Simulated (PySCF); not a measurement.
**C2H8BOP: NMR shifts at several levels of theory**

Aim: compute the NMR shifts of C2H8BOP (`C=CO[BH2-][PH3+]`) at several levels, and see how far they spread and what each costs.

Programs: PySCF 2.14.0, with density-fitted response routines of our own. Each step states its level of theory. These are calculated values for one molecule in the gas phase, unless marked as measured. Atoms are numbered from 0 throughout.

## (1) The molecule as given

13 atoms, charge 0, multiplicity 1; geometry from: GFN2-xTB. The atoms were then displaced at random by about 0.01 Å, so the start is not that level's minimum.

Bonds of the start (Å): C0–C1 1.33, C1–O2 1.36, O2–B3 1.45, B3–P4 1.96, C0–H5 1.11, C0–H6 1.06, C1–H7 1.08, B3–H8 1.22, B3–H9 1.18, P4–H10 1.39, P4–H11 1.39, P4–H12 1.37.

## (2) Geometry optimisation at PBE0-D3(BJ)/def2-SVP

What the job is given:

```
{"job": {"xc": "PBE0", "basis": "def2-SVP", "d3": "d3bj", "grid": 1, "shake": 0.01, "kind": "geom"}, "charge": 0, "multiplicity": 1}
C      2.391380     0.704720    -0.068140
C      1.457700    -0.231490     0.054800
O      0.153070    -0.073910    -0.286120
B     -0.841970    -1.121510    -0.153830
P     -1.944380     0.322080    -0.881890
H      2.108790     1.705450    -0.461730
H      3.402550     0.559640     0.208340
H      1.738830    -1.201380     0.442150
H     -1.193910    -1.397870     0.978490
H     -0.789200    -2.034830    -0.899310
H     -1.798980     1.444500    -0.083460
H     -3.279810     0.503180    -1.215020
H     -1.398250     0.804530    -2.037560
```

Command:

```
$ OMP_NUM_THREADS=1 python probes_run.py task.json out
```

The driver reads the jobs from task.json and runs them one after another.

The program printed:

```text
step   0  E = -521.82994497  max force = 0.046458
step   1  E = -521.84027920  max force = 0.013179
step   2  E = -521.84465193  max force = 0.009112
step   3  E = -521.84627844  max force = 0.011882
step   4  E = -521.84663164  max force = 0.014600
step   5  E = -521.84832702  max force = 0.006247
step   6  E = -521.84861410  max force = 0.003080
step   7  E = -521.84872282  max force = 0.001662
step   8  E = -521.84873528  max force = 0.000328
optimisation converged
```

Wall time 30 s (1 thread of Arm Neoverse V2, shared host); peak memory 0.52 GiB.

Along the way:

```
step  energy from step 0 (eV)  largest force component (eV/Å)
   0                   0.0000                          2.3890
   1                  -0.2812                          0.6777
   2                  -0.4002                          0.4686
   3                  -0.4445                          0.6110
   4                  -0.4541                          0.7508
   5                  -0.5002                          0.3212
   6                  -0.5080                          0.1584
   7                  -0.5110                          0.0855
   8                  -0.5113                          0.0169
```

Close pairs (by a distance rule), those that changed most:

| bond | before (Å) | after (Å) | change (Å) |
| --- | --- | --- | --- |
| P4–H12 | 1.366 | 1.416 | +0.050 |
| B3–H9 | 1.180 | 1.230 | +0.050 |
| C0–H6 | 1.058 | 1.090 | +0.032 |
| P4–H10 | 1.385 | 1.416 | +0.031 |
| P4–H11 | 1.388 | 1.413 | +0.025 |
| B3–P4 | 1.957 | 1.981 | +0.024 |
| C1–O2 | 1.358 | 1.338 | -0.019 |
| C0–H5 | 1.112 | 1.093 | -0.019 |

The next job starts from the end point, and lists it.

| at the end point | value |
| --- | --- |
| rotational constants (GHz, main isotopes) | 16.717, 1.445, 1.363 |
| dipole moment (D) | 4.95 |

## (3) Shielding tensors: PBE0/pcSseg-2

What the job is given:

```
{"job": {"kind": "nmr", "xc": "PBE0", "basis": "pcSseg-2", "pop": false}, "charge": 0, "multiplicity": 1}
C      2.749520     0.522989     0.081198
C      1.644478    -0.229925     0.085104
O      0.438308     0.217875    -0.282598
B     -0.690030    -0.678189    -0.236937
P     -2.215892     0.366446    -0.946689
H      2.716458     1.569725    -0.230035
H      3.701427     0.093589     0.393589
H      1.684873    -1.282979     0.400765
H     -1.119322    -0.988135     0.873295
H     -0.684997    -1.626823    -1.019812
H     -2.634306     1.538564    -0.270422
H     -3.420174    -0.372127    -0.974716
H     -2.164355     0.852048    -2.275932
```

With the program's defaults for keys left out, this is: GIAO PBE0/pcSseg-2 NMR shielding, non-relativistic, gas phase.

The program printed:

```text
coarse grid: 10928 points
cycle   1  E = -522.0669643541  dE =  4.285e-01  |g| = 6.561e-01  |ddm| = 2.341e+00
cycle   2  E = -521.9575859121  dE =  1.094e-01  |g| = 1.006e+00  |ddm| = 1.537e+00
cycle   3  E = -522.1575436731  dE = -2.000e-01  |g| = 1.588e-01  |ddm| = 1.072e+00
cycle   4  E = -522.1623627140  dE = -4.819e-03  |g| = 5.424e-02  |ddm| = 1.251e-01
cycle   5  E = -522.1629765227  dE = -6.138e-04  |g| = 2.123e-02  |ddm| = 4.580e-02
cycle   6  E = -522.1630975480  dE = -1.210e-04  |g| = 3.523e-03  |ddm| = 1.910e-02
cycle   7  E = -522.1631004536  dE = -2.906e-06  |g| = 4.414e-04  |ddm| = 3.125e-03
final grid: 99736 points
cycle   8  E = -522.1677608057  dE = -8.051e-05  |g| = 6.975e-03  |ddm| = 3.666e-02
cycle   9  E = -522.1677550674  dE =  5.738e-06  |g| = 8.964e-03  |ddm| = 9.407e-03
cycle  10  E = -522.1677710147  dE = -1.595e-05  |g| = 1.582e-03  |ddm| = 5.298e-03
cycle  11  E = -522.1677715298  dE = -5.151e-07  |g| = 2.934e-04  |ddm| = 1.394e-03
cycle  12  E = -522.1677715464  dE = -1.659e-08  |g| = 1.553e-04  |ddm| = 3.154e-04
cycle  13  E = -522.1677715521  dE = -5.713e-09  |g| = 2.816e-05  |ddm| = 1.099e-04
cycle  14  E = -522.1677715523  dE = -1.796e-10  |g| = 6.334e-06  |ddm| = 2.210e-05
converged SCF energy = -522.1677715523

GIAO shielding tensors (ppm)
atom      isotropic    diamagn.    paramagn.     s11        s22        s33       span
  0 C       91.155     254.369    -163.214    -11.451    127.938    156.978    168.428
  1 C       19.515     248.067    -228.552    -90.884     52.674     96.756    187.640
  2 O      231.125     394.542    -163.417    101.824    279.472    312.080    210.257
  3 B      115.985     187.324     -71.340     97.687    103.644    146.623     48.936
  4 P      454.274     966.945    -512.671    411.413    452.710    498.700     87.287
  5 H       27.002      31.965      -4.964     24.302     25.798     30.904      6.602
  6 H       27.275      29.159      -1.884     25.411     26.153     30.260      4.849
  7 H       24.760      30.264      -5.505     22.315     23.462     28.503      6.188
  8 H       27.603      29.458      -1.855     24.241     28.210     30.357      6.116
  9 H       27.606      29.037      -1.431     24.285     28.277     30.256      5.971
 10 H       27.029      28.855      -1.826     23.799     24.025     33.263      9.464
 11 H       27.335      27.805      -0.470     24.130     24.289     33.586      9.455
 12 H       27.032      28.426      -1.394     23.775     24.065     33.255      9.481
```

Wall time 27 s (1 thread of Arm Neoverse V2, shared host); peak memory 1.2 GiB.

The references, computed at this level on geometries of the same kind, shield at (ppm): ¹H TMS 31.25, ¹³C TMS 184.1, ¹⁷O H2O 328.2, ³¹P H3PO4 296.6, ¹¹B BF3·OEt2 99.1. Their shielding less the atom's gives the shift. The references are single molecules in the gas phase, so shifts against H2O, NH3, PH3, H3PO4 or CFCl3 are not on the usual liquid scales and can be off by tens of ppm. Atoms listed in one row are averaged.

| atoms | environment | σ (ppm) | δ (ppm) |
| --- | --- | --- | --- |
| C1 | alkene carbon bearing oxygen | 19.5 | 164.6 |
| C0 | β carbon of an enol-ether or enamine type C=C | 91.2 | 93.0 |
| H7 | hydrogen on an alkene carbon bearing oxygen | 24.76 | 6.49 |
| H5 | hydrogen on a β carbon of an enol-ether or enamine type C=C | 27.00 | 4.24 |
| H10, H11, H12 | hydrogen on a phosphorus bonded to B | 27.13 | 4.11 |
| H6 | hydrogen on a β carbon of an enol-ether or enamine type C=C | 27.27 | 3.97 |
| H8, H9 | hydrogen on a boron bonded to O, P | 27.60 | 3.64 |
| O2 | oxygen bonded to C, B | 231.1 | 97.0 |
| B3 | boron bonded to O, P, 2 H | 116.0 | -16.9 |
| P4 | phosphorus bonded to B, 3 H | 454.3 | -157.7 |

## (4) Nuclear shieldings: mPW1PW91/pcSseg-2

Settings changed since step 3:

```diff
@@ -1,2 +1,2 @@
-{"job": {"kind": "nmr", "xc": "PBE0", "basis": "pcSseg-2", "pop": false}, "charge": 0, "multiplicity": 1}
+{"job": {"kind": "nmr", "xc": "mPW1PW91", "basis": "pcSseg-2", "pop": false}, "charge": 0, "multiplicity": 1}
 C      2.749520     0.522989     0.081198
```

With the program's defaults for keys left out, this is: GIAO mPW1PW91/pcSseg-2 NMR shielding, non-relativistic, gas phase.

The program printed:

```text
coarse grid: 10928 points
cycle   1  E = -522.3854108116  dE =  4.283e-01  |g| = 6.689e-01  |ddm| = 2.330e+00
cycle   2  E = -522.2700995210  dE =  1.153e-01  |g| = 1.031e+00  |ddm| = 1.559e+00
cycle   3  E = -522.4784249786  dE = -2.083e-01  |g| = 1.606e-01  |ddm| = 1.102e+00
cycle   4  E = -522.4833813160  dE = -4.956e-03  |g| = 5.555e-02  |ddm| = 1.262e-01
cycle   5  E = -522.4840281291  dE = -6.468e-04  |g| = 2.156e-02  |ddm| = 4.684e-02
cycle   6  E = -522.4841534651  dE = -1.253e-04  |g| = 3.487e-03  |ddm| = 1.940e-02
cycle   7  E = -522.4841563221  dE = -2.857e-06  |g| = 4.566e-04  |ddm| = 3.124e-03
final grid: 99736 points
cycle   8  E = -522.4884244670  dE = -7.452e-05  |g| = 4.856e-03  |ddm| = 3.740e-02
cycle   9  E = -522.4884236946  dE =  7.724e-07  |g| = 5.239e-03  |ddm| = 7.117e-03
cycle  10  E = -522.4884297632  dE = -6.069e-06  |g| = 9.969e-04  |ddm| = 3.573e-03
cycle  11  E = -522.4884299327  dE = -1.695e-07  |g| = 3.345e-04  |ddm| = 8.626e-04
cycle  12  E = -522.4884299559  dE = -2.321e-08  |g| = 9.943e-05  |ddm| = 3.217e-04
cycle  13  E = -522.4884299581  dE = -2.194e-09  |g| = 2.734e-05  |ddm| = 7.513e-05
cycle  14  E = -522.4884299583  dE = -1.714e-10  |g| = 5.614e-06  |ddm| = 1.977e-05
converged SCF energy = -522.4884299583

GIAO shielding tensors (ppm)
atom      isotropic    diamagn.    paramagn.     s11        s22        s33       span
  0 C       90.377     254.504    -164.127    -12.427    127.060    156.497    168.924
  1 C       18.871     247.862    -228.991    -92.019     52.169     96.463    188.482
  2 O      231.268     394.406    -163.138    102.326    278.987    312.491    210.165
  3 B      115.697     187.471     -71.774     97.627    103.476    145.989     48.362
  4 P      449.724     967.053    -517.329    406.503    448.136    494.535     88.032
  5 H       27.066      31.981      -4.915     24.372     25.853     30.972      6.600
  6 H       27.332      29.158      -1.826     25.480     26.217     30.300      4.821
  7 H       24.827      30.280      -5.454     22.369     23.532     28.579      6.210
  8 H       27.685      29.566      -1.881     24.335     28.294     30.425      6.090
  9 H       27.688      29.132      -1.445     24.377     28.361     30.325      5.949
 10 H       27.088      28.887      -1.798     23.884     24.099     33.282      9.398
 11 H       27.397      27.827      -0.430     24.206     24.371     33.616      9.410
 12 H       27.091      28.459      -1.368     23.861     24.139     33.274      9.414
```

Wall time 27 s (1 thread of Arm Neoverse V2, shared host); peak memory 1.2 GiB.

Key values: δ C1 164.7, C0 93.1, O2 95.8, B3 -16.6, H7 6.47, H5 4.23 ppm.

## (5) Shielding tensors: WP04/pcSseg-2

Settings changed since step 4:

```diff
@@ -1,2 +1,2 @@
-{"job": {"kind": "nmr", "xc": "mPW1PW91", "basis": "pcSseg-2", "pop": false}, "charge": 0, "multiplicity": 1}
+{"job": {"kind": "nmr", "xc": "WP04", "basis": "pcSseg-2", "pop": false}, "charge": 0, "multiplicity": 1}
 C      2.749520     0.522989     0.081198
```

Method: GIAO WP04/pcSseg-2 NMR shielding, non-relativistic, gas phase.

The program printed:

```text
coarse grid: 10928 points
cycle   1  E = -530.2890994073  dE =  3.810e-01  |g| = 9.699e-01  |ddm| = 2.295e+00
cycle   2  E = -529.6480304892  dE =  6.411e-01  |g| = 1.949e+00  |ddm| = 3.326e+00
cycle   3  E = -530.4545195961  dE = -8.065e-01  |g| = 3.220e-01  |ddm| = 2.999e+00
cycle   4  E = -530.4694781765  dE = -1.496e-02  |g| = 1.969e-01  |ddm| = 3.063e-01
cycle   5  E = -530.4784147712  dE = -8.937e-03  |g| = 5.899e-02  |ddm| = 1.491e-01
cycle   6  E = -530.4792703455  dE = -8.556e-04  |g| = 1.307e-02  |ddm| = 5.138e-02
cycle   7  E = -530.4793173731  dE = -4.703e-05  |g| = 2.433e-03  |ddm| = 1.225e-02
cycle   8  E = -530.4793186002  dE = -1.227e-06  |g| = 6.858e-04  |ddm| = 2.475e-03
final grid: 99736 points
cycle   9  E = -530.4884856788  dE = -1.332e-04  |g| = 5.106e-03  |ddm| = 5.039e-02
cycle  10  E = -530.4884843940  dE =  1.285e-06  |g| = 5.272e-03  |ddm| = 8.187e-03
cycle  11  E = -530.4884917291  dE = -7.335e-06  |g| = 5.910e-04  |ddm| = 4.588e-03
cycle  12  E = -530.4884917515  dE = -2.242e-08  |g| = 4.973e-04  |ddm| = 6.462e-04
cycle  13  E = -530.4884918107  dE = -5.922e-08  |g| = 1.456e-04  |ddm| = 4.150e-04
cycle  14  E = -530.4884918152  dE = -4.469e-09  |g| = 2.728e-05  |ddm| = 9.642e-05
cycle  15  E = -530.4884918154  dE = -2.193e-10  |g| = 3.343e-06  |ddm| = 3.049e-05
converged SCF energy = -530.4884918154

GIAO shielding tensors (ppm)
atom      isotropic    diamagn.    paramagn.     s11        s22        s33       span
  0 C       78.581     254.141    -175.560    -23.505    112.610    146.639    170.144
  1 C        9.424     248.489    -239.065   -100.703     41.746     87.229    187.932
  2 O      222.156     395.186    -173.030    102.023    266.543    297.902    195.880
  3 B      107.004     187.460     -80.456     90.817     95.964    134.232     43.415
  4 P      404.636     969.478    -564.842    358.588    400.939    454.382     95.794
  5 H       27.577      32.388      -4.811     25.021     26.359     31.350      6.329
  6 H       27.811      29.335      -1.524     26.118     26.730     30.584      4.466
  7 H       25.418      30.831      -5.413     23.000     24.129     29.127      6.127
  8 H       28.502      30.611      -2.109     25.390     29.132     30.984      5.594
  9 H       28.507      29.985      -1.478     25.421     29.198     30.902      5.481
 10 H       27.656      29.506      -1.850     24.737     24.883     33.349      8.612
 11 H       27.983      28.106      -0.123     25.000     25.207     33.742      8.741
 12 H       27.660      28.970      -1.311     24.720     24.920     33.339      8.620
```

It took 27 s on 1 thread of Arm Neoverse V2, shared host; peak memory 1.2 GiB.

This run: δ C1 162.7, C0 93.5, O2 91.9, B3 -12.8, H7 6.19, H5 4.03 ppm.

## (6) NMR shieldings: B97-2/pcSseg-2

Settings changed since step 5:

```diff
@@ -1,2 +1,2 @@
-{"job": {"kind": "nmr", "xc": "WP04", "basis": "pcSseg-2", "pop": false}, "charge": 0, "multiplicity": 1}
+{"job": {"kind": "nmr", "xc": "B97-2", "basis": "pcSseg-2", "pop": false}, "charge": 0, "multiplicity": 1}
 C      2.749520     0.522989     0.081198
```

Method: GIAO B97-2/pcSseg-2 NMR shielding, non-relativistic, gas phase.

The program printed:

```text
coarse grid: 10928 points
cycle   1  E = -522.3664525267  dE =  4.115e-01  |g| = 6.772e-01  |ddm| = 2.346e+00
cycle   2  E = -522.2235954941  dE =  1.429e-01  |g| = 1.091e+00  |ddm| = 1.682e+00
cycle   3  E = -522.4616553861  dE = -2.381e-01  |g| = 1.714e-01  |ddm| = 1.225e+00
cycle   4  E = -522.4674920989  dE = -5.837e-03  |g| = 6.161e-02  |ddm| = 1.397e-01
cycle   5  E = -522.4682963451  dE = -8.042e-04  |g| = 2.379e-02  |ddm| = 5.230e-02
cycle   6  E = -522.4684514953  dE = -1.552e-04  |g| = 3.856e-03  |ddm| = 2.182e-02
cycle   7  E = -522.4684550513  dE = -3.556e-06  |g| = 5.394e-04  |ddm| = 3.517e-03
final grid: 99736 points
cycle   8  E = -522.4731809459  dE = -9.564e-05  |g| = 3.540e-03  |ddm| = 4.249e-02
cycle   9  E = -522.4731814876  dE = -5.417e-07  |g| = 2.827e-03  |ddm| = 5.322e-03
cycle  10  E = -522.4731836102  dE = -2.123e-06  |g| = 6.203e-04  |ddm| = 2.847e-03
cycle  11  E = -522.4731836686  dE = -5.838e-08  |g| = 3.054e-04  |ddm| = 4.907e-04
cycle  12  E = -522.4731836861  dE = -1.744e-08  |g| = 6.079e-05  |ddm| = 2.420e-04
cycle  13  E = -522.4731836866  dE = -4.993e-10  |g| = 3.402e-05  |ddm| = 6.618e-05
cycle  14  E = -522.4731836868  dE = -2.789e-10  |g| = 6.381e-06  |ddm| = 2.432e-05
converged SCF energy = -522.4731836868

GIAO shielding tensors (ppm)
atom      isotropic    diamagn.    paramagn.     s11        s22        s33       span
  0 C       92.770     254.576    -161.806     -6.837    128.688    156.460    163.297
  1 C       22.236     248.657    -226.421    -85.258     55.004     96.962    182.221
  2 O      231.309     395.146    -163.837    105.498    277.592    310.838    205.340
  3 B      116.090     187.767     -71.677     98.325    103.870    146.075     47.750
  4 P      452.790     967.356    -514.566    410.138    451.042    497.190     87.052
  5 H       27.166      32.085      -4.919     24.507     25.956     31.034      6.527
  6 H       27.442      29.118      -1.676     25.619     26.307     30.401      4.782
  7 H       24.904      30.415      -5.512     22.466     23.685     28.560      6.094
  8 H       27.770      29.762      -1.992     24.443     28.368     30.499      6.056
  9 H       27.774      29.276      -1.502     24.486     28.433     30.402      5.915
 10 H       27.157      29.016      -1.859     23.984     24.208     33.279      9.295
 11 H       27.470      27.875      -0.405     24.310     24.492     33.606      9.296
 12 H       27.159      28.557      -1.398     23.960     24.248     33.270      9.311
```

Run time: 27 s. Hardware: 1 thread of Arm Neoverse V2, shared host; peak memory 1.2 GiB.

In short: δ C1 161.2, C0 90.7, O2 94.9, B3 -16.0, H7 6.46, H5 4.19 ppm.

## (7) NMR shieldings: BHandHLYP/pcSseg-2

Settings changed since step 6:

```diff
@@ -1,2 +1,2 @@
-{"job": {"kind": "nmr", "xc": "B97-2", "basis": "pcSseg-2", "pop": false}, "charge": 0, "multiplicity": 1}
+{"job": {"kind": "nmr", "xc": "BHandHLYP", "basis": "pcSseg-2", "pop": false}, "charge": 0, "multiplicity": 1}
 C      2.749520     0.522989     0.081198
```

With the program's defaults for keys left out, this is: GIAO BHandHLYP/pcSseg-2 NMR shielding, non-relativistic, gas phase.

The program printed:

```text
coarse grid: 10928 points
cycle   1  E = -522.3182324235  dE =  5.043e-01  |g| = 6.163e-01  |ddm| = 2.306e+00
cycle   2  E = -522.3160806026  dE =  2.152e-03  |g| = 6.891e-01  |ddm| = 9.400e-01
cycle   3  E = -522.4020093720  dE = -8.593e-02  |g| = 9.159e-02  |ddm| = 5.304e-01
cycle   4  E = -522.4033787078  dE = -1.369e-03  |g| = 4.022e-02  |ddm| = 7.399e-02
cycle   5  E = -522.4037574493  dE = -3.787e-04  |g| = 1.006e-02  |ddm| = 3.255e-02
cycle   6  E = -522.4037827613  dE = -2.531e-05  |g| = 2.344e-03  |ddm| = 8.888e-03
cycle   7  E = -522.4037841820  dE = -1.421e-06  |g| = 4.477e-04  |ddm| = 2.426e-03
final grid: 99736 points
cycle   8  E = -522.4087958572  dE = -3.034e-05  |g| = 2.476e-03  |ddm| = 2.405e-02
cycle   9  E = -522.4087963370  dE = -4.798e-07  |g| = 2.060e-03  |ddm| = 3.614e-03
cycle  10  E = -522.4087971855  dE = -8.486e-07  |g| = 3.489e-04  |ddm| = 1.469e-03
cycle  11  E = -522.4087972026  dE = -1.708e-08  |g| = 2.209e-04  |ddm| = 3.611e-04
cycle  12  E = -522.4087972126  dE = -1.001e-08  |g| = 2.555e-05  |ddm| = 1.355e-04
cycle  13  E = -522.4087972128  dE = -2.078e-10  |g| = 1.084e-05  |ddm| = 3.495e-05
converged SCF energy = -522.4087972128

GIAO shielding tensors (ppm)
atom      isotropic    diamagn.    paramagn.     s11        s22        s33       span
  0 C       90.182     252.858    -162.676    -16.948    130.157    157.337    174.285
  1 C       18.303     246.139    -227.836   -100.439     55.012    100.336    200.775
  2 O      245.544     395.119    -149.575    121.487    297.626    317.519    196.032
  3 B      117.662     184.514     -66.852    101.585    105.574    145.827     44.242
  4 P      444.309     965.543    -521.234    400.690    438.705    493.531     92.842
  5 H       27.158      32.048      -4.890     24.521     25.767     31.186      6.665
  6 H       27.496      29.432      -1.935     25.615     26.208     30.666      5.051
  7 H       25.041      30.232      -5.191     22.544     23.657     28.921      6.377
  8 H       28.116      29.571      -1.455     24.834     28.647     30.868      6.034
  9 H       28.120      29.206      -1.085     24.869     28.721     30.772      5.903
 10 H       27.327      29.002      -1.674     24.195     24.341     33.446      9.251
 11 H       27.635      28.010      -0.375     24.444     24.559     33.903      9.459
 12 H       27.332      28.594      -1.262     24.192     24.368     33.437      9.245
```

It took 27 s on 1 thread of Arm Neoverse V2, shared host; peak memory 1.2 GiB.

In short: δ C1 166.0, C0 94.1, O2 81.1, B3 -14.1, H7 6.41, H5 4.29 ppm.

(Part 1 of 2 ends here.)
